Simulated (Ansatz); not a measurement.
# H₅PSe₂Si: basis-set convergence

An exercise on one series of results from a longer session: the logs are not shown, and one member is left open.

Method: one geometry, several basis sets; program: Ansatz 0.2.0, Gaussian basis.

The runs, in order: PBE0-D4/def2-SVP; ωB97M-V/def2-SVP; PBE0-D4/def2-QZVPP; ωB97M-V/def2-QZVPP; the functionals' def2-TZVPP values are taken from earlier runs.

## Structure used throughout

The geometry comes from an earlier relaxation with PBE0-D4 in a triple-zeta def2 set; it is a stationary point, not always the lowest conformer.

SMILES `P[Se][SiH2][SeH]`, 9 atoms, charge 0, spin multiplicity 1.

Atoms are counted from 1 here; the program's logs count them from 0.

Bond lengths: P1–Se2 2.272 Å, P1–H5 1.419 Å, P1–H6 1.419 Å, Se2–Si3 2.278 Å, Si3–Se4 2.272 Å, Si3–H7 1.483 Å, Si3–H8 1.483 Å, Se4–H9 1.469 Å. Angles: Se2–P1–H5 96.6°, Se2–P1–H6 96.6°, H5–P1–H6 93.4°, P1–Se2–Si3 92.9°, Se2–Si3–Se4 108.9°, Se2–Si3–H7 109.0°, Se2–Si3–H8 112.0°, Se4–Si3–H7 112.2°, Se4–Si3–H8 104.7°, H7–Si3–H8 110.0°, Si3–Se4–H9 92.7°.

Set-up of the first run:

File in.yaml:

```yaml
crystal:
  periodic: [false, false, false]
  atoms:
    - {symbol: P, position_ang: [-1.606270, 1.268891, 0.949988]}
    - {symbol: Se, position_ang: [0.185100, -0.082743, 1.306632]}
    - {symbol: Si, position_ang: [0.298954, -0.702623, -0.882774]}
    - {symbol: Se, position_ang: [2.222393, -1.863383, -1.220574]}
    - {symbol: H, position_ang: [-2.389727, 0.790384, 2.031903]}
    - {symbol: H, position_ang: [-1.120625, 2.381879, 1.684346]}
    - {symbol: H, position_ang: [0.218901, 0.510530, -1.731628]}
    - {symbol: H, position_ang: [-0.781213, -1.650439, -1.249857]}
    - {symbol: H, position_ang: [3.060987, -0.698695, -0.905337]}
basis:
  gaussian: {orbitals: def2-SVP}
hamiltonian: {xc: pbe0, dispersion: d4}
output: {orbitals: {seedname: orbitals}}
```

The run is started by

```console
$ ansatz run in.yaml --threads 4 --pin off --events-out ev --progress --plain --max-ram 10444MiB
```

Among the steps run: PBE0-D4 in def2-SVP; ωB97M-V in def2-SVP; PBE0-D4 in def2-QZVPP; ωB97M-V in def2-QZVPP.

One table of the session follows, with a row left open; its other results are not shown here.

It belongs to the step «Functionals by basis». 

```
functional       basis  HOMO (eV)
   PBE0-D4    def2-SVP      -7.02
   PBE0-D4  def2-TZVPP          ?
   PBE0-D4  def2-QZVPP      -7.12
   ωB97M-V    def2-SVP      -9.11
   ωB97M-V  def2-TZVPP      -9.22
   ωB97M-V  def2-QZVPP      -9.24
```

Q: Estimate the row for PBE0-D4, def2-TZVPP from the others.

As computed: HOMO (eV): -7.11. In the column «HOMO (eV)» it lies between PBE0-D4, def2-QZVPP (-7.12) and PBE0-D4, def2-SVP (-7.02).
